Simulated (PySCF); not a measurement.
**C₆H₉PSi: runs on many settings**

Aim: see how C₆H₉PSi (`C#CP1CC=C([SiH3])C1`) answers to the choice of functional, basis, grid and SCF options.

Programs: PySCF 2.14.0, with density-fitted response routines of our own. Each step states its level of theory. These are calculated values for one molecule in the gas phase, unless marked as measured. Atoms count from 0, in the outputs and in this text.

**1. The starting structure**

17 atoms, charge 0, multiplicity 1; geometry from: GFN2-xTB.

Bonds of the start (Å): C0–C1 1.20, C1–P2 1.77, P2–C3 1.87, C3–C4 1.50, C4–C5 1.33, C5–Si6 1.88, C5–C7 1.50, C7–P2 1.87, C0–H8 1.05, C3–H9 1.10, C3–H10 1.09, C4–H11 1.08, Si6–H12 1.46, Si6–H13 1.47, Si6–H14 1.47, C7–H15 1.10, C7–H16 1.09.

**2. Nuclear shieldings: PBE0/pcSseg-1**

The job: settings as JSON, then the geometry in Å.

```
{"job": {"kind": "nmr", "xc": "PBE0", "basis": "pcSseg-1"}, "charge": 0, "multiplicity": 1}
C      2.986556    -0.588918    -0.901525
C      2.361670    -0.131503     0.018497
P      1.602657     0.523328     1.477225
C      0.603793     1.850310     0.613614
C     -0.574175     1.147509     0.012437
C     -0.832985    -0.087944     0.424064
Si    -2.266568    -1.162069    -0.138183
C      0.118028    -0.617639     1.462230
H      3.493780    -0.985681    -1.732530
H      0.274056     2.594457     1.348445
H      1.212889     2.370367    -0.129579
H     -1.179360     1.671228    -0.712126
H     -3.067378    -0.421361    -1.111533
H     -3.079693    -1.504281     1.033105
H     -1.736592    -2.391971    -0.732779
H     -0.356579    -0.610207     2.449658
H      0.432903    -1.643595     1.258534
```

With the program's defaults for keys left out, this is: GIAO PBE0/pcSseg-1 NMR shielding, non-relativistic, gas phase.

Launch:

```console
> OMP_NUM_THREADS=1 python probes_run.py task.json out
```

One launch serves the whole session: the jobs run in the order shown.

The log of the run:

```text
coarse grid: 15344 points
cycle   1  E = -864.1112946861  dE =  9.855e-01  |g| = 4.522e-01  |ddm| = 3.968e+00
cycle   2  E = -864.0971572363  dE =  1.414e-02  |g| = 5.032e-01  |ddm| = 1.040e+00
cycle   3  E = -864.1625997899  dE = -6.544e-02  |g| = 9.472e-02  |ddm| = 6.015e-01
cycle   4  E = -864.1641345310  dE = -1.535e-03  |g| = 5.392e-02  |ddm| = 1.191e-01
cycle   5  E = -864.1648299079  dE = -6.954e-04  |g| = 1.507e-02  |ddm| = 5.268e-02
cycle   6  E = -864.1648857778  dE = -5.587e-05  |g| = 4.577e-03  |ddm| = 1.765e-02
cycle   7  E = -864.1648910001  dE = -5.222e-06  |g| = 1.516e-03  |ddm| = 6.037e-03
final grid: 139448 points
cycle   8  E = -864.2150460836  dE = -2.803e-05  |g| = 8.158e-03  |ddm| = 4.145e-02
cycle   9  E = -864.2150281735  dE =  1.791e-05  |g| = 1.163e-02  |ddm| = 1.931e-02
cycle  10  E = -864.2150631940  dE = -3.502e-05  |g| = 1.776e-03  |ddm| = 1.222e-02
cycle  11  E = -864.2150639610  dE = -7.670e-07  |g| = 4.588e-04  |ddm| = 1.806e-03
cycle  12  E = -864.2150640076  dE = -4.664e-08  |g| = 1.799e-04  |ddm| = 4.972e-04
cycle  13  E = -864.2150640152  dE = -7.638e-09  |g| = 5.882e-05  |ddm| = 2.029e-04
cycle  14  E = -864.2150640160  dE = -7.999e-10  |g| = 1.747e-05  |ddm| = 7.256e-05
converged SCF energy = -864.2150640160

GIAO shielding tensors (ppm)
atom      isotropic    diamagn.    paramagn.     s11        s22        s33       span
  0 C       88.792     262.481    -173.689     15.621     16.438    234.317    218.696
  1 C       94.221     268.378    -174.157     -8.576     -6.110    297.349    305.925
  2 P      370.210     962.769    -592.559    298.444    382.412    429.773    131.328
  3 C      142.837     252.701    -109.864    118.883    143.883    165.746     46.863
  4 C       34.517     252.693    -218.176    -74.217     50.779    126.990    201.207
  5 C       44.234     259.116    -214.882    -58.316     37.064    153.955    212.271
  6 Si     426.314     880.826    -454.512    392.731    417.815    468.394     75.663
  7 C      141.394     250.943    -109.549    116.660    139.627    167.895     51.235
  8 H       29.632      35.244      -5.612     24.479     25.022     39.395     14.916
  9 H       28.900      29.290      -0.390     24.169     26.653     35.878     11.709
 10 H       28.802      29.852      -1.050     25.059     26.882     34.466      9.407
 11 H       25.107      32.790      -7.683     22.227     25.433     27.660      5.433
 12 H       27.367      29.255      -1.888     23.487     26.190     32.423      8.937
 13 H       27.516      28.650      -1.134     24.176     25.725     32.649      8.473
 14 H       27.443      29.390      -1.946     24.048     26.147     32.135      8.087
 15 H       28.942      29.793      -0.851     23.862     27.717     35.249     11.388
 16 H       28.866      30.919      -2.054     24.839     28.322     33.437      8.599
```

It took 45 s on 1 thread of Intel Xeon Platinum 8488C, shared host; peak memory 0.86 GiB.

The references, computed at this level on geometries of the same kind, shield at (ppm): 1H TMS 31.72, 13C TMS 186.9, 29Si TMS 349.2, 31P H3PO4 318.4. Their shielding less the atom's gives the shift. The references are single molecules in the gas phase, so shifts against H2O, NH3, PH3, H3PO4 or CFCl3 are not on the usual liquid scales and can be off by tens of ppm. Atoms listed in one row are averaged.

```
        atoms                                     environment  σ (ppm)  δ (ppm)  δ scaled to CDCl3
           C4                                       alkene CH     34.5    152.4              146.8
           C5                 fully substituted alkene carbon     44.2    142.7              137.4
           C0                          terminal alkyne carbon     88.8     98.1               93.9
           C1                                   alkyne carbon     94.2     92.7               88.6
           C7                     allylic sp3 CH2 bonded to P    141.4     45.5               42.5
           C3                     allylic sp3 CH2 bonded to P    142.8     44.1               41.1
          H11                        hydrogen on an alkene CH    25.11     6.61               6.34
H12, H13, H14               hydrogen on a silicon bonded to C    27.44     4.27                  –
      H9, H10      hydrogen on an allylic sp3 CH2 bonded to P    28.85     2.87               2.81
     H15, H16      hydrogen on an allylic sp3 CH2 bonded to P    28.90     2.81               2.76
           H8            hydrogen on a terminal alkyne carbon    29.63     2.08               2.07
           P2  phosphorus bonded to 3 C, in a 5-membered ring    370.2    -51.8                  –
          Si6                        silicon bonded to C, 3 H    426.3    -77.2                  –
```

The scaled column applies a straight-line fit of computed shieldings to shifts measured in CDCl3 (root-mean-square error 0.16 ppm for H, 1.9 ppm for C).

Charges from the same density, by scheme (e):

| atoms | Mulliken | IAO | Hirshfeld | ESP fit |
| --- | --- | --- | --- | --- |
| C0 | -0.36 | -0.22 | -0.10 | -0.58 |
| C1 | -0.01 | -0.27 | -0.11 | 0.28 |
| P2 | 0.47 | 0.54 | 0.18 | -0.37 |
| C3 | -0.36 | -0.44 | -0.11 | 0.28 |
| C4 | -0.07 | -0.13 | -0.04 | -0.32 |
| C5 | -0.42 | -0.27 | -0.10 | -0.19 |
| Si6 | 0.57 | 0.60 | 0.31 | 0.24 |
| C7 | -0.35 | -0.44 | -0.11 | 0.33 |

Mayer bond orders: C0–C1 2.61, C1–P2 0.85, P2–C3 0.99, C3–C4 1.01, C4–C5 1.89, C5–Si6 0.88, C5–C7 1.00, C7–P2 0.98.

Ring of atoms P2, C3, C4, C5, C7: NICS(0) -2.7, NICS(1) -3.8, NICS(1)zz -5.3 ppm (means of both faces). The ring holds saturated atoms, so no π current runs round it: these values come from its σ bonds, any local π bonds and neighbouring rings, and say nothing of aromaticity.

**3. Excited states and response: PBE0/def2-SVPD**

Same as in step 2 but for these lines:

```diff
@@ -1,2 +1,2 @@
-{"job": {"kind": "nmr", "xc": "PBE0", "basis": "pcSseg-1"}, "charge": 0, "multiplicity": 1}
+{"job": {"kind": "uv", "xc": "PBE0", "basis": "def2-SVPD", "nstates": 6, "ntriplets": 2}, "charge": 0, "multiplicity": 1}
 C      2.986556    -0.588918    -0.901525
```

Method: TDDFT PBE0/def2-SVPD, vertical, gas phase, core orbitals frozen in the response.

The log of the run:

```text
coarse grid: 15344 points
cycle   1  E = -863.7548431051  dE =  9.250e-01  |g| = 4.275e-01  |ddm| = 8.039e+00
cycle   2  E = -863.7372455920  dE =  1.760e-02  |g| = 4.922e-01  |ddm| = 2.201e+00
cycle   3  E = -863.8030378203  dE = -6.579e-02  |g| = 9.938e-02  |ddm| = 1.121e+00
cycle   4  E = -863.8048037856  dE = -1.766e-03  |g| = 5.669e-02  |ddm| = 2.905e-01
cycle   5  E = -863.8055940239  dE = -7.902e-04  |g| = 1.506e-02  |ddm| = 1.026e-01
cycle   6  E = -863.8056533840  dE = -5.936e-05  |g| = 4.301e-03  |ddm| = 4.309e-02
cycle   7  E = -863.8056582192  dE = -4.835e-06  |g| = 1.428e-03  |ddm| = 1.129e-02
final grid: 139448 points
cycle   8  E = -863.9159737775  dE = -2.978e-05  |g| = 8.028e-03  |ddm| = 1.551e-01
cycle   9  E = -863.9159553976  dE =  1.838e-05  |g| = 1.148e-02  |ddm| = 3.715e-02
cycle  10  E = -863.9159910847  dE = -3.569e-05  |g| = 1.644e-03  |ddm| = 2.196e-02
cycle  11  E = -863.9159917687  dE = -6.840e-07  |g| = 4.131e-04  |ddm| = 3.731e-03
cycle  12  E = -863.9159918087  dE = -3.998e-08  |g| = 1.625e-04  |ddm| = 1.004e-03
cycle  13  E = -863.9159918148  dE = -6.133e-09  |g| = 6.187e-05  |ddm| = 3.955e-04
cycle  14  E = -863.9159918158  dE = -9.454e-10  |g| = 1.808e-05  |ddm| = 1.690e-04
converged SCF energy = -863.9159918158

Static polarisability (au): isotropic 117.669, principal 102.816 116.176 134.015

Singlet excitations
state   eV       nm        f      main configurations
  1   5.0879    243.7   0.00352   H->L 0.92
  2   5.7737    214.7   0.00560   H->L+2 0.83
  3   5.9048    210.0   0.04732   H->L+1 0.68, H-2->L 0.18
  4   6.0120    206.2   0.03258   H-1->L 0.82, H-1->L+2 0.13
  5   6.3451    195.4   0.00853   H->L+3 0.39, H-2->L 0.19, H->L+1 0.19
  6   6.4838    191.2   0.00290   H-1->L+1 0.76, H->L+3 0.19

Triplet excitations (Tamm-Dancoff, eV): 4.1129 4.5666
```

It took 55 s on 1 thread of Intel Xeon Platinum 8488C, shared host; peak memory 0.94 GiB.

Frontier orbitals and where they lie:

| orbital | eV | atoms |
| --- | --- | --- |
| HOMO−3 | -8.77 | C1 35 %, C0 28 %, P2 15 % |
| HOMO−2 | -8.03 | C0 35 %, C1 35 %, P2 6 % |
| HOMO−1 | -7.42 | C5 32 %, C4 31 %, C3 7 % |
| HOMO | -6.86 | P2 45 %, C1 16 %, C0 15 % |
| LUMO | -0.45 | C4 20 %, C5 18 %, P2 12 % |
| LUMO+1 | 0.19 | P2 22 %, C0 16 %, C1 13 % |
| LUMO+2 | 0.21 | C0 13 %, C1 12 %, C4 12 % |

With each of the 6 states as a Gaussian band of 0.4 eV half-width at 1/e, the curve within the window shown has maxima at 208 nm (ε 3,500) L/(mol cm). Beyond the last state computed it falls off for lack of states. The curve at chosen wavelengths:

(nm, ε (L/mol/cm)): (183, 218), (187, 485), (190, 801), (194, 1406), (198, 2178), (202, 2939), (205, 3348), (209, 3512), (213, 3211), (216, 2762), (220, 2044), (224, 1374), (228, 863), (231, 599), (235, 378), (239, 261), (243, 200), (246, 172), (250, 142), (254, 115), (257, 96), (261, 72), (265, 51), (269, 35), (272, 25), (276, 16)

Further results of this job:

```csv
property,computed
dipole moment (D),1.04
polarisability (Å³),17.44
HOMO–LUMO gap (eV),6.41
−ε(HOMO) (eV),6.86
```

**4. NMR shieldings: PBE0/pcSseg-1**

Same as in step 3 but for these lines:

```diff
@@ -1,2 +1,2 @@
-{"job": {"kind": "uv", "xc": "PBE0", "basis": "def2-SVPD", "nstates": 6, "ntriplets": 2}, "charge": 0, "multiplicity": 1}
+{"job": {"kind": "nmr", "xc": "PBE0", "basis": "pcSseg-1", "pop": false}, "charge": 0, "multiplicity": 1}
 C      2.986556    -0.588918    -0.901525
```

Method: GIAO PBE0/pcSseg-1 NMR shielding, non-relativistic, gas phase.

The log of the run:

```text
coarse grid: 15344 points
cycle   1  E = -864.1112946861  dE =  9.855e-01  |g| = 4.522e-01  |ddm| = 3.968e+00
cycle   2  E = -864.0971572363  dE =  1.414e-02  |g| = 5.032e-01  |ddm| = 1.040e+00
cycle   3  E = -864.1625997899  dE = -6.544e-02  |g| = 9.472e-02  |ddm| = 6.015e-01
cycle   4  E = -864.1641345310  dE = -1.535e-03  |g| = 5.392e-02  |ddm| = 1.191e-01
cycle   5  E = -864.1648299079  dE = -6.954e-04  |g| = 1.507e-02  |ddm| = 5.268e-02
cycle   6  E = -864.1648857778  dE = -5.587e-05  |g| = 4.577e-03  |ddm| = 1.765e-02
cycle   7  E = -864.1648910001  dE = -5.222e-06  |g| = 1.516e-03  |ddm| = 6.037e-03
final grid: 139448 points
cycle   8  E = -864.2150460836  dE = -2.803e-05  |g| = 8.158e-03  |ddm| = 4.145e-02
cycle   9  E = -864.2150281735  dE =  1.791e-05  |g| = 1.163e-02  |ddm| = 1.931e-02
cycle  10  E = -864.2150631940  dE = -3.502e-05  |g| = 1.776e-03  |ddm| = 1.222e-02
cycle  11  E = -864.2150639610  dE = -7.670e-07  |g| = 4.588e-04  |ddm| = 1.806e-03
cycle  12  E = -864.2150640076  dE = -4.664e-08  |g| = 1.799e-04  |ddm| = 4.972e-04
cycle  13  E = -864.2150640152  dE = -7.638e-09  |g| = 5.882e-05  |ddm| = 2.029e-04
cycle  14  E = -864.2150640160  dE = -7.999e-10  |g| = 1.747e-05  |ddm| = 7.256e-05
converged SCF energy = -864.2150640160

GIAO shielding tensors (ppm)
atom      isotropic    diamagn.    paramagn.     s11        s22        s33       span
  0 C       88.792     262.481    -173.689     15.621     16.438    234.317    218.696
  1 C       94.221     268.378    -174.157     -8.576     -6.110    297.349    305.925
  2 P      370.210     962.769    -592.559    298.444    382.412    429.773    131.328
  3 C      142.837     252.701    -109.864    118.883    143.883    165.746     46.863
  4 C       34.517     252.693    -218.176    -74.217     50.779    126.990    201.207
  5 C       44.234     259.116    -214.882    -58.316     37.064    153.955    212.271
  6 Si     426.314     880.826    -454.512    392.731    417.815    468.394     75.663
  7 C      141.394     250.943    -109.549    116.660    139.627    167.895     51.235
  8 H       29.632      35.244      -5.612     24.479     25.022     39.395     14.916
  9 H       28.900      29.290      -0.390     24.169     26.653     35.878     11.709
 10 H       28.802      29.852      -1.050     25.059     26.882     34.466      9.407
 11 H       25.107      32.790      -7.683     22.227     25.433     27.660      5.433
 12 H       27.367      29.255      -1.888     23.487     26.190     32.423      8.937
 13 H       27.516      28.650      -1.134     24.176     25.725     32.649      8.473
 14 H       27.443      29.390      -1.946     24.048     26.147     32.135      8.087
 15 H       28.942      29.793      -0.851     23.862     27.717     35.249     11.388
 16 H       28.866      30.919      -2.054     24.839     28.322     33.437      8.599
```

Wall time 35 s (1 thread of Intel Xeon Platinum 8488C, shared host); peak memory 0.89 GiB.

In short: δ C4 152.4, C5 142.7, C0 98.1, C1 92.7, H11 6.61, H12 4.27 ppm (means over like atoms).

**5. Shielding tensors: OLYP/pcSseg-1**

Same as in step 4 but for these lines:

```diff
@@ -1,2 +1,2 @@
-{"job": {"kind": "nmr", "xc": "PBE0", "basis": "pcSseg-1", "pop": false}, "charge": 0, "multiplicity": 1}
+{"job": {"kind": "nmr", "xc": "OLYP", "basis": "pcSseg-1", "pop": true, "scf": {"guess": "huckel"}}, "charge": 0, "multiplicity": 1}
 C      2.986556    -0.588918    -0.901525
```

Method: GIAO OLYP/pcSseg-1 NMR shielding, non-relativistic, gas phase.

The log of the run:

```text
final grid: 139448 points
cycle   1  E = -859.8626317113  dE =  1.701e+00  |g| = 4.170e+00  |ddm| = 6.455e+00
cycle   2  E = -826.1355239290  dE =  3.373e+01  |g| = 7.486e+00  |ddm| = 6.574e+01
cycle   3  E = -857.6838560980  dE = -3.155e+01  |g| = 3.593e+00  |ddm| = 6.558e+01
cycle   4  E = -863.5267711864  dE = -5.843e+00  |g| = 1.686e+00  |ddm| = 9.161e+00
cycle   5  E = -864.1325537515  dE = -6.058e-01  |g| = 1.316e+00  |ddm| = 5.807e+00
cycle   6  E = -864.5047047527  dE = -3.722e-01  |g| = 7.580e-01  |ddm| = 2.074e+00
cycle   7  E = -864.6347839272  dE = -1.301e-01  |g| = 2.962e-01  |ddm| = 8.733e-01
cycle   8  E = -864.6555893869  dE = -2.081e-02  |g| = 1.036e-01  |ddm| = 3.246e-01
cycle   9  E = -864.6574140153  dE = -1.825e-03  |g| = 5.818e-02  |ddm| = 1.391e-01
cycle  10  E = -864.6582144670  dE = -8.005e-04  |g| = 2.415e-02  |ddm| = 7.751e-02
cycle  11  E = -864.6583600899  dE = -1.456e-04  |g| = 7.791e-03  |ddm| = 3.111e-02
cycle  12  E = -864.6583770642  dE = -1.697e-05  |g| = 2.024e-03  |ddm| = 1.293e-02
cycle  13  E = -864.6583780919  dE = -1.028e-06  |g| = 1.044e-03  |ddm| = 4.726e-03
cycle  14  E = -864.6583784478  dE = -3.559e-07  |g| = 1.599e-04  |ddm| = 1.719e-03
cycle  15  E = -864.6583784554  dE = -7.633e-09  |g| = 3.374e-05  |ddm| = 3.571e-04
cycle  16  E = -864.6583784555  dE = -1.205e-10  |g| = 2.824e-05  |ddm| = 5.886e-05
converged SCF energy = -864.6583784555

GIAO shielding tensors (ppm)
atom      isotropic    diamagn.    paramagn.     s11        s22        s33       span
  0 C       94.031     259.457    -165.426     24.118     25.240    232.736    208.618
  1 C       95.871     267.183    -171.312     -3.662     -0.049    291.324    294.986
  2 P      360.078     964.001    -603.923    292.431    372.864    414.939    122.508
  3 C      137.819     252.051    -114.232    113.403    138.168    161.885     48.482
  4 C       38.256     250.952    -212.696    -59.973     51.891    122.849    182.822
  5 C       47.397     257.672    -210.274    -45.227     38.039    149.380    194.608
  6 Si     425.558     881.855    -456.297    391.128    417.300    468.246     77.118
  7 C      136.730     250.280    -113.551    111.804    134.307    164.077     52.273
  8 H       29.690      36.774      -7.084     24.639     25.213     39.218     14.579
  9 H       28.826      29.110      -0.285     24.264     26.854     35.359     11.095
 10 H       28.732      29.811      -1.078     25.272     26.997     33.928      8.656
 11 H       25.168      33.180      -8.012     22.476     25.508     27.519      5.043
 12 H       27.446      29.593      -2.147     23.702     26.299     32.337      8.635
 13 H       27.581      28.871      -1.290     24.401     25.830     32.514      8.113
 14 H       27.519      29.751      -2.233     24.284     26.257     32.016      7.732
 15 H       28.896      29.691      -0.795     24.025     27.886     34.776     10.751
 16 H       28.804      30.948      -2.144     25.054     28.415     32.943      7.890
```

Run time: 63 s. Hardware: 1 thread of Intel Xeon Platinum 8488C, shared host; peak memory 0.76 GiB.

Key values: δ C4 145.1, C5 135.9, C0 89.3, C1 87.4, H11 6.57, H12 4.23 ppm (means over like atoms).

**6. TDDFT and polarisability: PBE0/def2-SVPD**

Same as in step 5 but for these lines:

```diff
@@ -1,4 +1,4 @@
-{"job": {"kind": "nmr", "xc": "OLYP", "basis": "pcSseg-1", "pop": true, "scf": {"guess": "huckel"}}, "charge": 0, "multiplicity": 1}
+{"job": {"kind": "uv", "xc": "PBE0", "basis": "def2-SVPD", "nstates": 12, "ntriplets": 5, "tda": true, "scf": {"max_cycle": 75}}, "charge": 0, "multiplicity": 1}
 C      2.986556    -0.588918    -0.901525
-C      2.361670    -0.131503     0.018497
+C      2.924067    -0.543177    -0.809523
 P      1.602657     0.523328     1.477225
```

Level: TDA PBE0/def2-SVPD, vertical, gas phase, core orbitals frozen in the response.

The log of the run:

```text
final grid: 139448 points
cycle   1  E = -771.1989442839  dE =  2.949e+01  |g| = 8.158e-01  |ddm| = 1.181e+03
cycle   2  E = -771.1803525622  dE =  1.859e-02  |g| = 5.859e-01  |ddm| = 1.148e+02
cycle   3  E = -771.2590489986  dE = -7.870e-02  |g| = 3.127e-01  |ddm| = 1.924e+01
cycle   4  E = -771.2896446805  dE = -3.060e-02  |g| = 2.997e-02  |ddm| = 7.820e+00
cycle   5  E = -771.2897642452  dE = -1.196e-04  |g| = 2.379e-02  |ddm| = 1.158e+00
cycle   6  E = -771.2899167313  dE = -1.525e-04  |g| = 5.128e-03  |ddm| = 5.052e-01
cycle   7  E = -771.2899238037  dE = -7.072e-06  |g| = 1.574e-03  |ddm| = 2.373e-01
cycle   8  E = -771.2899244443  dE = -6.406e-07  |g| = 2.379e-04  |ddm| = 7.221e-02
cycle   9  E = -771.2899244612  dE = -1.686e-08  |g| = 5.872e-05  |ddm| = 3.622e-02
cycle  10  E = -771.2899244621  dE = -8.936e-10  |g| = 2.831e-05  |ddm| = 4.948e-03
converged SCF energy = -771.2899244621

Static polarisability (au): isotropic 135.152, principal 113.706 136.292 155.458

Singlet excitations
state   eV       nm        f      main configurations
  1   3.7017    334.9   0.26691   H->L 0.94
  2   3.7871    327.4   0.00263   H->L+1 0.98
  3   4.2179    293.9   0.03055   H->L+2 0.87, H->L+3 0.10
  4   4.4800    276.8   0.09150   H->L+3 0.87, H->L+2 0.10
  5   5.0016    247.9   0.05617   H-1->L 0.95
  6   5.2361    236.8   0.05691   H->L+4 0.78, H->L+5 0.10
  7   5.2990    234.0   0.03578   H->L+6 0.51, H->L+5 0.15, H->L+4 0.11
  8   5.5250    224.4   0.01100   H->L+5 0.67, H->L+6 0.27
  9   5.5763    222.3   0.00045   H-1->L+1 0.90
 10   5.7104    217.1   0.01102   H->L+7 0.69, H->L+6 0.08
 11   5.7821    214.4   0.02368   H-2->L 0.82
 12   5.8608    211.5   0.03481   H->L+8 0.63, H->L+9 0.21

Triplet excitations (Tamm-Dancoff, eV): 2.5786 3.5087 4.0000 4.0088 4.1163
```

Wall time 53 s (1 thread of Intel Xeon Platinum 8488C, shared host); peak memory 1 GiB.

The run ended normally, but its values are not to be used for the molecule: one atom of the first bond was moved so that the bond is 0.1 times as long. Its HOMO lies at -4.99 eV, against -6.86 eV in step 3 (PBE0/def2-SVPD).

**7. What came out**

| quantity | value |
| --- | --- |
| 13C shifts against TMS (PBE0/pcSseg-1) | 152.4, 142.7, 98.1, 92.7, 45.5, 44.1 ppm |
| 1H shifts against TMS (PBE0/pcSseg-1, means over atoms taken as alike) | 6.61, 4.27, 2.87, 2.81, 2.08 ppm |
| 31P shifts against H3PO4 (PBE0/pcSseg-1) | -51.8 ppm |
| 29Si shifts against TMS (PBE0/pcSseg-1) | -77.2 ppm |
| lowest singlet (PBE0/def2-SVPD) | 5.09 eV (244 nm), f = 0.004 |
| brightest single state of those computed | state 3, 5.90 eV, f = 0.047 |
| lowest triplet | 4.11 eV |
| property runs in this session | 5, of which 0 failed and 1 gave unsound results |

In words: Single values in the summary come from the first sound run of each kind (PBE0/pcSseg-1; PBE0/def2-SVPD), which need not be the best level. The most deshielded hydrogen is H11 (hydrogen on an alkene CH), at 6.61 ppm: attached to an sp2 carbon and in the plane of the double bond. At PBE0/pcSseg-1: The largest span, 306 ppm, is at C1, where the paramagnetic term is -174 ppm. The lowest singlet, at 5.09 eV, is HOMO→LUMO 0.92 and is weak; of the 6 states computed, the strongest absorption comes from state 3 at 5.90 eV. The lowest triplet lies 0.98 eV below the lowest singlet (triplets in Tamm-Dancoff, singlets in full TDDFT).
